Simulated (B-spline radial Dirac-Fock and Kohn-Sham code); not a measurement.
# An X-ray data sheet for Ne⁴⁺, step by step

Aim: for the Ne⁴⁺ ion, compute its two-hole states.

The numbers are computed with B-spline radial Dirac-Fock and Kohn-Sham code (version 5): a free atom or ion on a radial basis; each step names its model.

## Step 1: What is computed

Ne⁴⁺, 1s2 2s2 2p2.

```yaml
nuclear_charge: 10
electrons: 6
mass_number: 20
nuclear_rms_radius: 3.0055 fm
```

Outer shells as boxes (Hund's rule, for the drawing alone; heavy ions are jj-coupled, and the calculation averages over the configuration):

```
[He] core
2s [↑↓]
2p [↑ ][↑ ][  ]
```

## Step 2: Two holes

Model: Dirac-Fock average of configuration, Delta-SCF, finite nucleus, first-order Breit with its frequency dependence, self-energy and vacuum polarisation; two-hole levels by intermediate coupling within the shell, Auger rates as independent-particle Coulomb matrix elements.

The item in task.json (cfg lists n, l and electrons):

```json
{
  "Z": 10,
  "q": 4,
  "cfg": [[1, 0, 2], [2, 0, 2], [2, 1, 2]],
  "A": 20,
  "rrms": 3.0055,
  "tag": "ground",
  "do": ["double", "binding", "quiet"],
  "hv": [55.6, 72.4, 89.2, 201.0, 314.0, 562.0, 622.0, 828.0, 909.0, 2620.0, 3950.0, 8190.0, 13500.0, 14100.0, 16400.0, 17900.0, 24800.0, 27300.0, 32900.0, 57200.0, 58300.0, 63900.0, 83200.0, 94700.0],
  "s": [0, 0.03, 0.04, 0.05, 0.06, 0.08, 0.1, 0.12, 0.15, 0.19, 0.23, 0.29, 0.36, 0.45, 0.55, 0.69, 0.85, 1.06, 1.32, 1.63, 2.03, 2.52, 3.12],
  "pz": [0, 0.1, 0.2, 0.3, 0.4, 0.5, 0.6, 0.8, 1.0, 1.2, 1.4, 1.6, 1.8, 2.0, 2.5, 3.0, 4.0, 5.0, 7.0, 10.0, 15.0, 20.0, 30.0, 40.0, 60.0, 100.0],
  "hv_scatter": [1000, 2000, 8047.8, 10000, 50000, 100000, 200000, 500000],
  "holes": ["K", "L1", "L2", "L3", "M1", "M2", "M3", "M4", "M5", "N1", "N2", "N3", "N4", "N5", "N6", "N7"]
}
```

Command:

```sh
$ python xray_run.py task.json out
```

The program writes no log. Results of the run, from its result record (rounded, main fields):

```text
{
  "status": "converged",
  "single_binding [eV]": {"K": 1004.175, "L1": 142.8992, "L2,3": 124.0619},
  "double_binding [eV]": {"KK": 2157.005, "L1L1": 317.2238}
}
```

Left out are hole states that did not converge, or in which two open shells of one symmetry are about equally filled, where the average of configuration falls too low.

It took 1.3 s on 1 thread of Arm Neoverse N1, shared host; peak memory 0.26 GiB.

The cost of two holes beyond the sum of single holes (eV):

| holes | double | sum of singles | U |
| --- | --- | --- | --- |
| K K | 2157.0 | 2008.3 | 148.7 |
| L1 L1 | 317.2 | 285.8 | 31.43 |

## Step 3: Summary of results

```
      quantity     value
largest U, K K  148.7 eV
```

In words: Two holes repel most in K K, by 148.7 eV, and least in L1 L1, by 31.43 eV. The Hartree-Fock and Dirac-Fock values hold no electron correlation.
